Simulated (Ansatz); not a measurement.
# Zr2AlN3: the cost of one run

Computed with Ansatz 0.2.0 (DFT PBE, scalar-relativistic, plane waves, PAW, unless a step's input says otherwise).

1 further run of the same task is left out (it didn't finish).

## Step 1: The system as given

The structure is trigonal, space group R-3m (No. 166). The conventional cell has a = 5.692 Å, b = 5.692 Å, c = 8.305 Å, α = 90.00°, β = 90.00°, γ = 120.00°. Around Zr (site symmetry 3m) lie 3 N at 2.08 Å. Al (site symmetry -3m) has 6 N at 2.15 Å as nearest neighbours. N (site symmetry 2/m) is surrounded by 2 Zr at 2.08 Å and 2 Al at 2.15 Å.

Structure file:

```cif
data_structure
_symmetry_space_group_name_H-M 'P 1'
_symmetry_Int_Tables_number 1
_cell_length_a 4.2969
_cell_length_b 4.2969
_cell_length_c 4.2969
_cell_angle_alpha 82.957
_cell_angle_beta 82.957
_cell_angle_gamma 82.957
_cell_volume 77.67
loop_
_atom_site_label
_atom_site_type_symbol
_atom_site_fract_x
_atom_site_fract_y
_atom_site_fract_z
_atom_site_occupancy
Zr1 Zr 0.82098 0.82098 0.82098 1
Zr2 Zr 0.17902 0.17902 0.17902 1
Al1 Al 0.50000 0.50000 0.50000 1
N1 N 0.50000 0.00000 0.50000 1
N2 N 0.50000 0.50000 0.00000 1
N3 N 0.00000 0.50000 0.50000 1
```

The cell was relaxed beforehand at this level, from a database cell with other species swapped in; it is a trial structure. At a tolerance of 0.05 Å it has space group R-3m (No. 166); it has 12.95 Å³/atom, an uncorrected energy of -0.54 eV/atom over the elements.

## Step 2: Electronic structure at the relaxed geometry

Contents of input.yaml:

```yaml
crystal:
  lattice:
    - [2.8459856032, 1.6431305541, 2.7683087434]
    - [-2.8459856032, 1.6431305541, 2.7683087434]
    - [0.0, -3.2862611082, 2.7683087434]
  atoms:
    - { symbol: Zr, position: [0.8209840814, 0.8209840814, 0.8209840814] }
    - { symbol: Zr, position: [0.1790159186, 0.1790159186, 0.1790159186] }
    - { symbol: Al, position: [0.5, 0.5, 0.5] }
    - { symbol: "N", position: [0.5, 0.0, 0.5] }
    - { symbol: "N", position: [0.5, 0.5, 0.0] }
    - { symbol: "N", position: [0.0, 0.5, 0.5] }
basis:
  ecutwfc: 420
kpoints:
  mp_grid: { grid: [12, 12, 12] }
  band_path:
    path:
      - [[0.0, 0.0, 0.0], [0.5, 0.5, 0.5], [0.59846534, 0.40153466, 0.5]]
      - [[0.5, -0.40153466, 0.40153466], [0.5, 0.0, 0.0], [0.0, 0.0, 0.0], [0.45076733, -0.45076733, 0.0]]
      - [[0.54923267, 0.0, 0.45076733], [0.5, 0.0, 0.5], [0.0, 0.0, 0.0]]
    npoints: 14
hamiltonian:
  xc: pbe
scf:
  occupations: { method: gaussian, width: 0.1 }
  n_extra_bands: 15
output:
  forces: true
  stress: true
  eigenvalues: true
  populations: true
  dos: { projected: true, de: 0.02, nscf_kmesh: { grid: [15, 15, 15] } }
  bader: true
  write_density: true
  write_potential: true
  elf: true
  volumetric_format: npy
```

Launch:

```bash
> ansatz run input.yaml --threads 1 --pin off --max-ram 2560MiB --backend cpu --events-out ev --progress --plain --runs-dir out
```

Q: Estimate wall time and peak memory on 1 thread of Intel Xeon at 2.50GHz (Skylake/Cascade Lake), shared host.

About 4.6 min, with a peak of 0.84 GiB.
